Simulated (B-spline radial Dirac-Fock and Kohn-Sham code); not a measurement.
# Inner shells of Ca²⁺

What does theory give for Ca²⁺? The session works out the binding energy of each subshell, the widths and yields of its core holes and its two-hole states.

Program: B-spline radial Dirac-Fock and Kohn-Sham code, version 3. Model: a free atom or ion on a radial basis; each step names its model. All values are calculated, but those marked as tabulated.

### Step 1. The atom as given

Calcium as Ca²⁺, configuration 1s2 2s2 2p6 3s2 3p6, inside a Watson sphere of charge -2 and radius 1.8 Å (a model of the Madelung potential; inside it an electron's potential energy is raised by 16.0 eV).

| Property | Result |
| --- | --- |
| nuclear charge | 20 |
| electrons | 18 |
| mass number | 40 |
| nuclear rms radius | 3.4776 fm |

### Step 2. Core and valence levels

Model: Dirac-Fock average of configuration, Delta-SCF, finite nucleus, first-order Breit with its frequency dependence, self-energy and vacuum polarisation.

Recorded inputs:

```ini
task = binding
Z = 20
charge = 2
configuration = 1s2 2s2 2p6 3s2 3p6
mass_number = 40
rms_radius = 3.4776  # fm
watson_charge = -2  # e
watson_radius = 1.8  # A
```

Main fields of the result record, rounded:

```text
{
  "status": "converged",
  "shells": ["K", "L1", "L2", "L3", "M1", "M2", "M3"],
  "total_energy_parts [Ha]": [-668.520902, 0.207787236, -0.0167830552, -0.000280769747, 0.135723473, -0.00992871416],
  "koopmans [eV]": [4085.25, 460.65, 372.676, 368.889, 60.1166, 35.3711, 34.9491],
  "dirac_coulomb [eV]": [4053.62, 451.115, 361.901, 358.222, 58.8523, 34.1931, 33.7907],
  "gaunt [eV]": [-3.49458, -0.168642, -0.33292, -0.209376, -0.0115788, -0.0244945, -0.0104954],
  "retardation [eV]": [0.182006, -0.00142564, 0.0320137, 0.0320159, -0.000552594, 0.00270083, 0.00270524],
  "breit_frequency [eV]": [0.00291922, -0.000667812, -0.000269039, 0.00128592, -0.000108871, -6.54625e-05, 0.000113679],
  "self_energy [eV]": [-1.57005, -0.138193, 0.0244187, 0.015017, -0.0173921, 0.00325767, 0.00221818],
  "vacuum_polarisation [eV]": [0.116432, 0.00968074, -0.00134507, -0.00135991, 0.00119582, -0.000185977, -0.000187689],
  "binding [eV]": [4048.85, 450.815, 361.623, 358.059, 58.8238, 34.1743, 33.7851],
  "mean_radius [bohr]": [0.0767682, 0.360977, 0.324328, 0.326756, 1.15358, 1.25862, 1.26568]
}
```

total_energy_parts: Dirac-Coulomb, Gaunt, retardation, frequency dependence, self-energy, vacuum polarisation. 

The binding energies by parts, in eV; the parts add up.

```csv
level,-ε,relaxation,Breit,QED,binding
K,4085.3,-31.64,-3.31,-1.45,4048.9
L1,460.6,-9.54,-0.17,-0.13,450.8
L2,372.7,-10.77,-0.30,0.02,361.6
L3,368.9,-10.67,-0.18,0.01,358.1
M1,60.12,-1.26,-0.01,-0.02,58.82
M2,35.37,-1.18,-0.02,0.00,34.17
M3,34.95,-1.16,-0.01,0.00,33.79
```

Line energies follow by subtraction:

```csv
line,energy (eV)
Kβ1 (K-M3),4015.1
Kβ3 (K-M2),4014.7
Kα1 (K-L3),3690.8
Kα2 (K-L2),3687.2
Lβ3 (L1-M3),417.0
Lβ4 (L1-M2),416.6
Lη (L2-M1),302.8
Lℓ (L3-M1),299.2
```

### Step 3. Filling the vacancies

Model: independent-particle rates: relativistic LDA orbitals of the hole state, multipoles to L = 3 (length form), Coulomb Auger matrix elements with a Latter-tail continuum; energies from Dirac-Fock.

Recorded inputs:

```ini
task = decay
holes = ["K", "L1", "L2", "L3", "M1", "M2", "M3"]
```

Main fields of the result record, rounded:

```text
{
  "status": "converged",
  "K": {
    "width_radiative": 0.12688,
    "width_radiative_velocity": 0.13247,
    "width_nonradiative": 0.64249,
    "coster_kronig": {},
    "radiative": [["L3", 3690.8, 0.075632], ["L2", 3687.2, 0.038337], ["M3", 4015.1, 0.0085815], ["M2", 4014.7, 0.0043301], ["L1", 3598.0, 8.3151e-09], ["M1", 3990.0, 1.5121e-09]],
    "auger": [["L2L3", 3276.7, 0.21485], ["L3L3", 3279.5, 0.12142], ["L1L3", 3195.0, 0.088754], ["L1L2", 3191.2, 0.04686], ["L1L1", 3097.6, 0.041103], ["L3M3", 3636.4, 0.025764]]
  },
  "L1": {
    "width_radiative": 0.00071749,
    "width_radiative_velocity": 0.00068083,
    "width_nonradiative": 3.8234,
    "coster_kronig": {"L2": 1.2641, "L3": 2.3935},
    "radiative": [["M3", 417.03, 0.00043278], ["M2", 416.64, 0.00022539], ["L3", 92.756, 4.1172e-05], ["L2", 89.192, 1.8134e-05], ["M1", 391.99, 3.9807e-13]],
    "auger": [["L3M1", 11.847, 1.179], ["L3M3", 38.319, 0.87315], ["L2M1", 8.2752, 0.60763], ["L2M3", 34.387, 0.35518], ["L3M2", 37.483, 0.34134], ["L2M2", 34.761, 0.30126]]
  },
  "L2": {
    "width_radiative": 4.5406e-05,
    "width_radiative_velocity": 5.1051e-05,
    "width_nonradiative": 0.21653,
    "coster_kronig": {},
    "radiative": [["M1", 302.8, 4.5369e-05], ["M3", 327.84, 3.6888e-08], ["L3", 3.5639, 2.8063e-13], ["M2", 327.45, 7.5169e-14]],
    "auger": [["M2M3", 276.93, 0.12793], ["M1M2", 252.53, 0.044083], ["M2M2", 275.45, 0.035729], ["M3M3", 277.01, 0.0036107], ["M1M3", 252.95, 0.0030041], ["M1M1", 224.75, 0.0021777]]
  },
  "L3": {
    "width_radiative": 4.6621e-05,
    "width_radiative_velocity": 5.2322e-05,
    "width_nonradiative": 0.21786,
    "coster_kronig": {},
    "radiative": [["M1", 299.24, 4.6584e-05], ["M2", 323.89, 1.8603e-08], ["M3", 324.27, 1.8299e-08]],
    "auger": [["M3M3", 273.44, 0.10017], ["M2M3", 273.37, 0.067699], ["M1M3", 249.39, 0.045844], ["M1M1", 221.19, 0.0021445], ["M1M2", 248.96, 0.0014595], ["M2M2", 271.88, 0.00054549]]
  },
  "M1": {"width_radiative": 1.4338e-05, "width_radiative_velocity": 8.7687e-06, "width_nonradiative": 0, "coster_kronig": {}, "radiative": [["M3", 25.039, 9.7195e-06], ["M2", 24.65, 4.6184e-06]], "auger": []}
}
```

All in eV. For each hole the six strongest lines (shell, energy, width) and Auger groups (final holes, energy, width) are shown.

Widths (eV), yields and lifetimes:

```csv
hole,radiative,Auger,Coster-Kronig,total,yield,lifetime (fs)
K (1s),0.127,0.642,0,0.769,0.165,0.856
L1 (2s),7.17e-04,0.166,3.66,3.82,1.88e-04,0.172
L2 (2p1/2),4.54e-05,0.217,0,0.217,2.10e-04,3.04
L3 (2p3/2),4.66e-05,0.218,0,0.218,2.14e-04,3.02
M1 (3s),1.43e-05,0,0,1.43e-05,1.00,45900
```

Emission lines that fill the K hole:

```
Kα2 3687.2      50.7 ##########################
Kα1 3690.8       100 ################################
Kβ3 4014.7      5.73 ######
Kβ1 4015.1      11.3 ############
```
(bars on a logarithmic scale, % of the strongest)

### Step 4. Two holes

Model: Dirac-Fock average of configuration, Delta-SCF, finite nucleus, first-order Breit with its frequency dependence, self-energy and vacuum polarisation; two-hole levels by intermediate coupling within the shell, Auger rates as independent-particle Coulomb matrix elements.

Recorded inputs:

```ini
task = double
```

Main fields of the result record, rounded:

```text
{
  "status": "converged",
  "single_binding [eV]": {"K": 4048.853, "L1": 450.8155, "L2": 361.6233, "L3": 358.0594, "M1": 58.82383, "M2": 34.17427, "M3": 33.78507},
  "double_binding [eV]": {
    "KK": 8376.037,
    "KL2": 4484.148,
    "KL3": 4479.734,
    "KM2": 4105.779,
    "KM3": 4105.247,
    "L1L1": 952.2884,
    "L1L2": 858.4098,
    "L1L3": 854.7003,
    "L1M2": 506.4161,
    "L1M3": 505.9438,
    "L2L2": 780.5481,
    "L2L3": 773.0746,
    "L2M1": 443.1056,
    "L2M3": 417.0747,
    "L3L3": 770.5411,
    "L3M1": 439.5334,
    "L3M2": 413.9754,
    "M2M2": 86.39434,
    "M2M3": 84.89679,
    "M3M3": 84.8276
  },
  "kalpha_Ln [eV]": [
    [0, 3689.593, 3894.82],
    [1, 3708.639, 3915.252],
    [2, 3729.056, 3937.038],
    [3, 3750.843, 3960.176],
    [4, 3773.997, 3984.662],
    [5, 3798.511, 4010.486]
  ],
  "auger_lines [eV]": {
    "K-L123": [["L2L3", 2, 0.812971, 3271.54, 0.311525], ["L1L3", 1, 0.605632, 3171.38, 0.106231], ["L2L2", 0, 0.52721, 3261.45, 0.0335913], ["L1L1", 0, 0.978142, 3092.87, 0.0313612], ["L1L3", 2, 1.0, 3201.3, 0.0156262], ["L1L2", 1, 0.605632, 3198.93, 0.0103043]],
    "L2-M23": [["M2M3", 2, 0.733926, 275.35, 0.0730571], ["M2M3", 1, 1.0, 277.802, 0.0402423], ["M3M3", 0, 0.604132, 271.472, 0.0212457], ["M3M3", 2, 0.733926, 278.1, 0.0171077], ["M2M2", 0, 0.604132, 277.691, 0.015685]],
    "L3-M23": [["M2M3", 2, 0.733926, 271.786, 0.0659387], ["M3M3", 2, 0.733926, 274.536, 0.0590184], ["M2M3", 1, 1.0, 274.238, 0.0204877], ["M3M3", 0, 0.604132, 267.908, 0.0172305], ["M2M2", 0, 0.604132, 274.127, 0.0058103]]
  }
}
```

Auger rows: leading holes, J, purity, kinetic energy, width; the six strongest of each group. kalpha_Ln rows: L holes, Kα centroid, hypersatellite. Left out are hole states that did not converge, or in which two open shells of one symmetry are about equally filled, where the average of configuration falls too low.

Hole-hole repulsion U = E(ab) - E(a) - E(b), in eV:

```csv
holes,double,sum of singles,U
K K,8376.0,8097.7,278.3
K L2,4484.1,4410.5,73.67
K L3,4479.7,4406.9,72.82
K M2,4105.8,4083.0,22.75
K M3,4105.2,4082.6,22.61
L1 L1,952.3,901.6,50.66
L1 L2,858.4,812.4,45.97
L1 L3,854.7,808.9,45.83
L1 M2,506.4,485.0,21.43
L1 M3,505.9,484.6,21.34
L2 L2,780.5,723.2,57.30
L2 L3,773.1,719.7,53.39
L2 M1,443.1,420.4,22.66
L2 M3,417.1,395.4,21.67
L3 L3,770.5,716.1,54.42
L3 M1,439.5,416.9,22.65
L3 M2,414.0,392.2,21.74
M2 M2,86.39,68.35,18.05
M2 M3,84.90,67.96,16.94
M3 M3,84.83,67.57,17.26
```

### Step 5. Summary of results

| quantity | value |
| --- | --- |
| deepest level listed, K (1s) | 4048.9 eV |
| least bound, M3 (3p3/2) | 33.79 eV |
| Kα1 | 3690.8 eV |
| K hole: width, yield | 0.769 eV, 0.165 |
| its lifetime | 0.856 fs |
| its strongest line | Kα1 (K-L3), 3690.8 eV |
| largest U, K K | 278.3 eV |
| Kα hypersatellite shift | +205.2 eV |
| strongest line of K-L123 | L2L3, J = 2, 3271.5 eV |

What this shows: The K (1s) level lies 31.6 eV under Koopmans' value by relaxation alone; Breit gives -3.31 and QED -1.45 eV. With a yield of 0.16, electron emission is the main way out for the K hole, in 0.86 fs. Coster-Kronig decay rules L1, where this model's widths can be far from the measured ones. Two holes repel most in K K, by 278.3 eV, and least in M2 M3, by 16.94 eV. An empty K shell moves Kα up by 205 eV. In the K-L123 Auger group the L2L3 J = 2 line carries 60 % of the rate. The Hartree-Fock and Dirac-Fock values hold no electron correlation.
